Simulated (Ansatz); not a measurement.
# AgPdCl3: the cost of one run

Program: Ansatz 0.2.0. Level of theory: DFT PBE, scalar-relativistic, plane waves, PAW. These are calculated values, not measurements.

4 further runs of the same task are left out: 1 that didn't finish, 3 set aside as unsound or not needed. Runs told in other sessions of the task aren't counted.

## Step 1: The system as given

Symmetry: P6_3/mmc, No. 194, hexagonal system. The conventional cell has a = 6.741 Å, b = 6.741 Å, c = 5.759 Å, α = 90.00°, β = 90.00°, γ = 120.00°. Ag (site symmetry -3m) is surrounded by 6 Cl at 2.23 Å. Pd (site symmetry -6m2) has 12 Cl at 3.38 to 3.62 Å in its first shell of neighbours. Around Cl (site symmetry mm2) lie 2 Ag at 2.23 Å.

Coordinates:

```
CELL_PARAMETERS angstrom
6.74067 0.00000 0.00000
-3.37033 5.83759 0.00000
0.00000 0.00000 5.75890
ATOMIC_POSITIONS crystal
Ag 0.00000 0.00000 0.50000
Ag 0.00000 0.00000 0.00000
Pd 0.33333 0.66667 0.75000
Pd 0.66667 0.33333 0.25000
Cl 0.14600 0.29200 0.25000
Cl 0.85400 0.14600 0.75000
Cl 0.85400 0.70800 0.75000
Cl 0.14600 0.85400 0.25000
Cl 0.70800 0.85400 0.25000
Cl 0.29200 0.14600 0.75000
```

This is candidate A: hexagonal perovskite (2H) type (P6_3/mmc, No. 194).

(A quick probe on a coarse mesh, which set the mesh and smearing, is not shown.)

## Step 3: Coarse relaxation (candidate A)

Input file input.yaml:

```yaml
crystal:
  lattice:
    - [6.740669674, 0.0, 0.0]
    - [-3.370334837, 5.8375911762, 0.0]
    - [0.0, 0.0, 5.7589025101]
  atoms:
    - { symbol: Ag, position: [0.0, 0.0, 0.5] }
    - { symbol: Ag, position: [0.0, 0.0, 0.0] }
    - { symbol: Pd, position: [0.3333333333, 0.6666666667, 0.75] }
    - { symbol: Pd, position: [0.6666666667, 0.3333333333, 0.25] }
    - { symbol: Cl, position: [0.146, 0.2919999999, 0.25] }
    - { symbol: Cl, position: [0.854, 0.146, 0.75] }
    - { symbol: Cl, position: [0.854, 0.7080000001, 0.75] }
    - { symbol: Cl, position: [0.146, 0.854, 0.25] }
    - { symbol: Cl, position: [0.7080000001, 0.854, 0.25] }
    - { symbol: Cl, position: [0.2919999999, 0.146, 0.75] }
basis:
  ecutwfc: 420
kpoints:
  mp_grid: { grid: [3, 3, 4] }
hamiltonian:
  xc: pbe
scf:
  occupations: { method: gaussian, width: 0.1 }
  lower_state_search: "off"
output:
  forces: true
  stress: true
  eigenvalues: true
relax:
  adjacent_minimum: "off"
  f_tol: 0.04
  max_steps: 70
  cell: { stress_tol: 0.4 }
```

Launch:

```
ansatz run input.yaml --threads 1 --pin off --max-ram 2560MiB --backend cpu --events-out ev --progress --plain --runs-dir out
```

**Question.** How long does this run take on 1 thread of Arm Neoverse V1, shared host, and how much memory does it need?

About 2.3 min, with a peak of 0.53 GiB.
